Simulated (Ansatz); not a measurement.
**C7H18SeSi: basis-set convergence**

One table from this session's results is given with a row withheld; the runs are named, their logs left out.

The runs use Ansatz 0.2.0, Gaussian basis; one geometry, several basis sets.

The runs, in order: PBE0-D4/def2-SVP; ωB97M-V/def2-SVP; PBE0-D4/def2-QZVPP; ωB97M-V/def2-QZVPP; the functionals' def2-TZVPP values are taken from earlier runs.

**The relaxed structure**

All runs share one geometry, relaxed beforehand with PBE0-D4 in a triple-zeta def2 set.

SMILES `CC(C)(C)[Se][Si](C)(C)C`, 27 atoms, charge 0, spin multiplicity 1.

Atoms are counted from 1 here; the program's logs count them from 0.

Bond lengths: C1–C2 1.521 Å, C1–H10 1.092 Å, C1–H11 1.092 Å, C1–H12 1.096 Å, C2–C3 1.519 Å, C2–C4 1.517 Å, C2–Se5 2.000 Å, C3–H13 1.091 Å, C3–H14 1.097 Å, C3–H15 1.090 Å, C4–H16 1.096 Å, C4–H17 1.092 Å, C4–H18 1.091 Å, Se5–Si6 2.290 Å, Si6–C7 1.874 Å, Si6–C8 1.872 Å, Si6–C9 1.873 Å, C7–H19 1.092 Å and more. Angles: C2–C1–H10 111.4°, C2–C1–H11 111.4°, C2–C1–H12 109.4°, H10–C1–H11 108.3°, H10–C1–H12 107.9°, H11–C1–H12 108.3°, C1–C2–C3 110.2°, C1–C2–C4 110.2°, C1–C2–Se5 104.5°, C3–C2–C4 111.0°, C3–C2–Se5 109.5°, C4–C2–Se5 111.3°, C2–C3–H13 111.1°, C2–C3–H14 109.6°, C2–C3–H15 111.7°, H13–C3–H14 108.2°, H13–C3–H15 108.1°, H14–C3–H15 108.0° and more.

Set-up of the first run:

Contents of in.yaml:

```yaml
crystal:
  periodic: [false, false, false]
  atoms:
    - {symbol: C, position_ang: [-1.530573, -0.178939, -2.806660]}
    - {symbol: C, position_ang: [-1.198153, 0.095924, -1.347855]}
    - {symbol: C, position_ang: [-1.789392, 1.427130, -0.916146]}
    - {symbol: C, position_ang: [-1.706114, -1.034898, -0.473340]}
    - {symbol: Se, position_ang: [0.798371, 0.207016, -1.302518]}
    - {symbol: Si, position_ang: [1.411965, -0.031695, 0.890957]}
    - {symbol: C, position_ang: [0.452835, 1.086534, 2.048739]}
    - {symbol: C, position_ang: [3.213013, 0.476959, 0.857347]}
    - {symbol: C, position_ang: [1.281483, -1.805359, 1.478911]}
    - {symbol: H, position_ang: [-1.138056, 0.604047, -3.459301]}
    - {symbol: H, position_ang: [-1.120159, -1.135796, -3.134564]}
    - {symbol: H, position_ang: [-2.618376, -0.209640, -2.932801]}
    - {symbol: H, position_ang: [-1.425325, 2.241550, -1.544518]}
    - {symbol: H, position_ang: [-2.881917, 1.389325, -1.002588]}
    - {symbol: H, position_ang: [-1.540765, 1.661937, 0.119262]}
    - {symbol: H, position_ang: [-2.790753, -1.132654, -0.598593]}
    - {symbol: H, position_ang: [-1.515645, -0.845799, 0.584687]}
    - {symbol: H, position_ang: [-1.244238, -1.986044, -0.742883]}
    - {symbol: H, position_ang: [-0.595957, 0.794618, 2.134793]}
    - {symbol: H, position_ang: [0.892527, 1.031781, 3.049860]}
    - {symbol: H, position_ang: [0.493186, 2.125612, 1.715507]}
    - {symbol: H, position_ang: [3.656338, 0.352605, 1.849936]}
    - {symbol: H, position_ang: [3.783575, -0.136107, 0.155734]}
    - {symbol: H, position_ang: [3.322788, 1.522413, 0.561881]}
    - {symbol: H, position_ang: [0.248390, -2.155461, 1.511434]}
    - {symbol: H, position_ang: [1.841168, -2.468992, 0.816101]}
    - {symbol: H, position_ang: [1.699776, -1.896058, 2.486607]}
basis:
  gaussian: {orbitals: def2-SVP}
hamiltonian: {xc: pbe0, dispersion: d4}
output: {orbitals: {seedname: orbitals}}
```

Steps of the session up to this table: PBE0-D4 in def2-SVP; ωB97M-V in def2-SVP; PBE0-D4 in def2-QZVPP; ωB97M-V in def2-QZVPP.

One of the session's tables, all rows but one given; the rest of the session is left out.

It belongs to the step «Functionals by basis». 

| functional | basis | HOMO (eV) | LUMO (eV) |
| --- | --- | --- | --- |
| PBE0-D4 | def2-SVP | -6.02 | 0.56 |
| PBE0-D4 | def2-TZVPP | ? | ? |
| PBE0-D4 | def2-QZVPP | -6.17 | 0.23 |
| ωB97M-V | def2-SVP | -8.19 | 2.50 |
| ωB97M-V | def2-TZVPP | -8.33 | 2.14 |
| ωB97M-V | def2-QZVPP | -8.35 | 1.52 |

Q: Estimate the row for PBE0-D4, def2-TZVPP from the others.

The run gave: HOMO (eV): -6.15; LUMO (eV): 0.32. In the column «HOMO (eV)» it lies between PBE0-D4, def2-QZVPP (-6.17) and PBE0-D4, def2-SVP (-6.02).
